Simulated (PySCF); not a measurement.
# O3Y2 (Y2(O)3): the cost of one run

The runs use PySCF 2.14.0; several levels, as the steps say, no spin–orbit coupling.

3 further runs of the same task are left out: 2 for a known fault of the program, 1 that didn't finish.

## Step 1: Where the work starts

5 atoms, charge 0, spin multiplicity 1.

Bond lengths: Y1–Y2 2.732 Å, Y1–O3 2.061 Å, Y1–O4 2.061 Å, Y1–O5 2.061 Å, Y2–O3 2.061 Å, Y2–O4 2.061 Å, Y2–O5 2.061 Å. Angles: Y2–Y1–O3 48.5°, Y2–Y1–O4 48.5°, Y2–Y1–O5 48.5°, O3–Y1–O4 80.8°, O3–Y1–O5 80.8°, O4–Y1–O5 80.8°, Y1–Y2–O3 48.5°, Y1–Y2–O4 48.5°, Y1–Y2–O5 48.5°, O3–Y2–O4 80.8°, O3–Y2–O5 80.8°, O4–Y2–O5 80.8°, Y1–O3–Y2 83.1°, Y1–O4–Y2 83.1°, Y1–O5–Y2 83.1°.

Coordinates:

| atom | x (Å) | y (Å) | z (Å) |
| --- | --- | --- | --- |
| Y1 | 0.0000 | 0.0000 | 1.3661 |
| Y2 | 0.0000 | 0.0000 | -1.3661 |
| O3 | 1.5427 | 0.0000 | 0.0000 |
| O4 | -0.7714 | 1.3361 | 0.0000 |
| O5 | -0.7714 | -1.3360 | 0.0000 |

Formal oxidation states: Y +3. An earlier session relaxed this geometry at r2SCAN, Y def2-SVP with ECP28, O def2-SVP (singlet, point group D3h).

At r2SCAN on the finer grid: E = -302.306795 Eh, HOMO -4.01 eV, LUMO -1.47 eV, Mulliken charge on Y1 +0.88 e, largest force component 0.044 eV/Å. 

Levels to run: B3LYP; PBE0; PBE; BP86; r2SCAN, TZVP; r2SCAN, x2c-SVP. Hardware: 2 threads of Arm Neoverse V1, shared host.

## Step 2: B3LYP

File run.py (the lines that set the calculation):

```python
mol = gto.M(atom='''
Y      0.00000     0.00000     1.36611
Y      0.00000     0.00000    -1.36611
O      1.54274    -0.00001     0.00000
O     -0.77136     1.33606     0.00000
O     -0.77138    -1.33605     0.00000''',
    basis={'Y': 'def2-SVP', 'O': 'def2-SVP'},
    ecp={'Y': 'def2-SVP'},
    charge=0, spin=0)
mf = dft.RKS(mol, xc='B3LYP')
mf.grids.atom_grid = (75, 302)
mf = mf.density_fit()  # fitting sets: Y def2-universal-JKFIT, O def2-universal-JKFIT
mf.conv_tol = 1e-08; mf.max_cycle = 55
mf.kernel(dm0)  # dm0: the density of the relaxed state
```

Command:

```bash
$ OMP_NUM_THREADS=2 python run.py
```

**Question.** How long does this run take on 2 threads of Arm Neoverse V1, shared host?

About 5.1 s.
